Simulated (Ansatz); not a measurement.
I need band-curvature effective masses by finite differences of SnO2, space group I4_1/amd. Use the Python package of Ansatz (0.2.0). Level of theory (first run): r2SCAN, norm-conserving potentials, the default cutoff (1290 eV here), 3×3×5 k-points, fixed occupations.

`sno2.xyz`
```text
6
Lattice="-2.00006861 2.00006861 5.12367886 2.00006861 -2.00006861 5.12367886 2.00006861 2.00006861 -5.12367886" Properties=species:S:1:pos:R:3 pbc="T T T"
Sn   -0.00000000    2.00006861    2.56183943
Sn    0.00000000    0.00000000    0.00000000
O     0.00000000    0.00000000    8.16225191
O     0.00000000    2.00006861    4.64694523
O     0.00000000    0.00000000    2.08510581
O    -0.00000000    2.00006861    0.47673362
```

Script `run_mass.py`:
```python
"""Effective masses of SnO2 by finite differences."""

import ansatz as az
import numpy as np

structure = az.Crystal.from_extxyz("sno2.xyz")

setup = (
    structure.calculation()
    .functional("r2SCAN")
    .kpoints(length=13)  # the mesh must be finer for metals
    .pseudopotentials("nc")
    .mixing("broyden", preconditioner="local_kerker")
    .scf(max_iterations=100)
    .occupations("fixed")
)
# step 1: where the edges lie on the mesh
done = setup.band_table().run()
r = done.report
levels = np.array(r["eigenvalues_ev"])
filled = round(r["n_electrons"] / 2)
edges = {"top filled band": (filled - 1, levels[:, filled - 1].argmax()), "lowest empty band": (filled, levels[:, filled].argmin())}
gap = levels[:, filled].min() - levels[:, filled - 1].max()
print(f"gap on the mesh {gap:.3f} eV")
if gap <= 0.05:
    print("no gap: band-edge masses have no meaning here")
    edges = {}
reciprocal = 2 * np.pi * np.linalg.inv(done.lattice.cell_ang).T
step = 0.01  # 1/A

# second differences give the curvature tensor; masses are hbar^2/m_e = 7.61996 eV A^2 over its eigenvalues
# a slope that is not zero means that the extremum lies off this mesh point
pairs = [(0, 1), (0, 2), (1, 2)]
moves = [sign * axis for axis in np.eye(3) for sign in (-1, 1)]
moves += [s1 * np.eye(3)[i] + s2 * np.eye(3)[j] for i, j in pairs for s1 in (1, -1) for s2 in (1, -1)]
for name, (band, index) in edges.items():
    together = int(np.sum(np.abs(levels[index] - levels[index, band]) < 2e-3))
    print(name, "at k =", np.round(r["kpoints_frac"][index], 4), f"E = {levels[index, band]:.4f} eV, degeneracy {together}")
    centre = np.array(r["kpoints_frac"][index]) @ reciprocal
    points = [centre] + [centre + step * move for move in moves]
    table = setup.band_structure(points, intervals=1, cartesian=True).run().band_structure().channels[0].eigenvalues_ev
    if together > 1:
        level = np.flatnonzero(np.abs(levels[index] - levels[index, band]) < 2e-3)
        along = (table[1, level] + table[2, level] - 2 * table[0, level]) / step ** 2
        print("  degenerate level, no single mass tensor; masses of its branches along x:", np.round(7.61996 / along, 3), "m_e")
        continue
    e = table[:, band]
    hessian = np.diag((e[1:7:2] + e[2:7:2] - 2 * e[0]) / step ** 2)
    for (i, j), (pp, pm, mp, mm) in zip(pairs, e[7:].reshape(3, 4)):
        hessian[i, j] = hessian[j, i] = (pp - pm - mp + mm) / (4 * step ** 2)
    curvatures, axes = np.linalg.eigh(hessian)
    slope = (e[2:7:2] - e[1:7:2]) / (2 * step)
    print("  slope (eV A):", np.round(slope, 3) + 0.0, "" if np.abs(slope).max() < 0.05 else "- no extremum here, so these are local curvatures and no band-edge masses")
    for curvature, axis in zip(curvatures, axes.T):
        print(f"  principal mass {7.61996 / curvature:8.3f} m_e along", np.round(axis, 2) + 0.0)
```

```console
$ python run_mass.py
DeckWarning: basis.ecutwfc = 1290 eV, auto-derived from the records' recommended cutoffs: set by O (normal level)
DeckWarning: crystal.symmetry: narrowed to the stabiliser of the k-point mesh — unitary ops 16 → 4; excluded 12 operations that carry a point of the 3×3×5 mesh (shift [0, 0, 0]) off the mesh (the run [...]
gap on the mesh 2.261 eV
top filled band at k = [0.  0.  0.4] E = 6.6963 eV, degeneracy 1
  slope (eV A): [0.085 0.085 0.   ] - no extremum here, so these are local curvatures and no band-edge masses
  principal mass   -2.778 m_e along [-0.71  0.71  0.  ]
  principal mass   -3.515 m_e along [0.71 0.71 0.  ]
  principal mass   76.159 m_e along [0. 0. 1.]
lowest empty band at k = [0. 0. 0.] E = 8.9577 eV, degeneracy 1
  slope (eV A): [0. 0. 0.]
  principal mass    0.247 m_e along [-0.69  0.73  0.  ]
  principal mass    0.247 m_e along [0.73 0.69 0.  ]
  principal mass    0.228 m_e along [0. 0. 1.]
```
(Warnings from the package without file and line, shortened.)

These settings explore the input space; cutoff and mesh may be short of convergence. Along an axis with an odd division the mesh misses the point at one half; a gap read on a finite mesh is an upper bound on this functional's gap. Semilocal gaps usually lie well under measured ones. Such functionals run on norm-conserving files made under PBE, which can move pressures by some GPa. The k-point mesh is coarse, and energy and stress weren't tested for convergence. This cell is a computed structure, which may not be the phase found in nature. Gaps and levels are Kohn-Sham values on a finite set of k-points, without spin-orbit coupling. The masses are finite-difference curvatures at extrema found on a coarse mesh, which needn't be the true band edges; a step that is long against the gap makes them too heavy. Negative values are curvatures of valence bands (the hole mass is their size). Spin-orbit coupling is left out, and light masses scale with the Kohn-Sham gap. Wall time of the script: 2.3 min on 1 thread of Intel(R) Xeon(R) Platinum 8259CL CPU @ 2.50GHz (Skylake/Cascade Lake) (shared host), peak memory 0.68 GiB.
